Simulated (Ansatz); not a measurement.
# B₃H₃O: how energies converge with the basis set

The task here is to estimate one member of a computed series from the others.

Program: Ansatz 0.2.0, Gaussian basis. Level of theory: one geometry, several basis sets. These are calculated values, not measurements.

The runs, in order: PBE0-D4/def2-SVP; ωB97M-V/def2-SVP; PBE0-D4/def2-QZVPP; ωB97M-V/def2-QZVPP; the functionals' def2-TZVPP values are taken from earlier runs.

### Structure used throughout

An earlier PBE0-D4 in a triple-zeta def2 set relaxation fixed the geometry.

SMILES `BB1BO1`, 7 atoms, charge 0, spin multiplicity 1.

Atoms are counted from 1 here; the program's logs count them from 0.

Bond lengths: B1–B2 1.627 Å, B1–H5 1.197 Å, B1–H6 1.197 Å, B2–B3 1.589 Å, B2–O4 1.397 Å, B3–O4 1.362 Å, B3–H7 1.184 Å. Angles: B2–B1–H5 121.2°, B2–B1–H6 121.2°, H5–B1–H6 117.4°, B1–B2–B3 164.5°, B1–B2–O4 141.7°, B3–B2–O4 53.8°, B2–B3–O4 55.9°, B2–B3–H7 173.6°, O4–B3–H7 130.6°, B2–O4–B3 70.3°.

The first run:

File in.yaml:

```yaml
crystal:
  periodic: [false, false, false]
  atoms:
    - {symbol: B, position_ang: [-1.081293, 0.916098, -0.477629]}
    - {symbol: B, position_ang: [0.037317, -0.139669, 0.052118]}
    - {symbol: B, position_ang: [1.397584, -0.859234, 0.449070]}
    - {symbol: O, position_ang: [0.163748, -1.410879, 0.616706]}
    - {symbol: H, position_ang: [-1.408559, 0.946411, -1.628501]}
    - {symbol: H, position_ang: [-1.520829, 1.765800, 0.241637]}
    - {symbol: H, position_ang: [2.473132, -1.286627, 0.700900]}
basis:
  gaussian: {orbitals: def2-SVP}
hamiltonian: {xc: pbe0, dispersion: d4}
output: {orbitals: {seedname: orbitals}}
```

On the command line:

```
$ ansatz run in.yaml --threads 2 --pin off --events-out ev --progress --plain --max-ram 4352MiB
```

Steps of the session up to this table: PBE0-D4 in def2-SVP; ωB97M-V in def2-SVP; PBE0-D4 in def2-QZVPP; ωB97M-V in def2-QZVPP.

One table of the session follows, with a row left open; its other results are not shown here.

It belongs to the step «Functionals by basis». 

| functional | basis | HOMO (eV) | LUMO (eV) |
| --- | --- | --- | --- |
| PBE0-D4 | def2-SVP | -7.25 | -2.02 |
| PBE0-D4 | def2-TZVPP | -7.27 | -2.10 |
| PBE0-D4 | def2-QZVPP | -7.28 | -2.12 |
| ωB97M-V | def2-SVP | -9.38 | 0.01 |
| ωB97M-V | def2-TZVPP | ? | ? |
| ωB97M-V | def2-QZVPP | -9.45 | -0.25 |

Estimate the missing values for ωB97M-V, def2-TZVPP.

**Answer.** HOMO (eV): -9.44; LUMO (eV): -0.19. In the column «HOMO (eV)» it lies between ωB97M-V, def2-QZVPP (-9.45) and ωB97M-V, def2-SVP (-9.38).
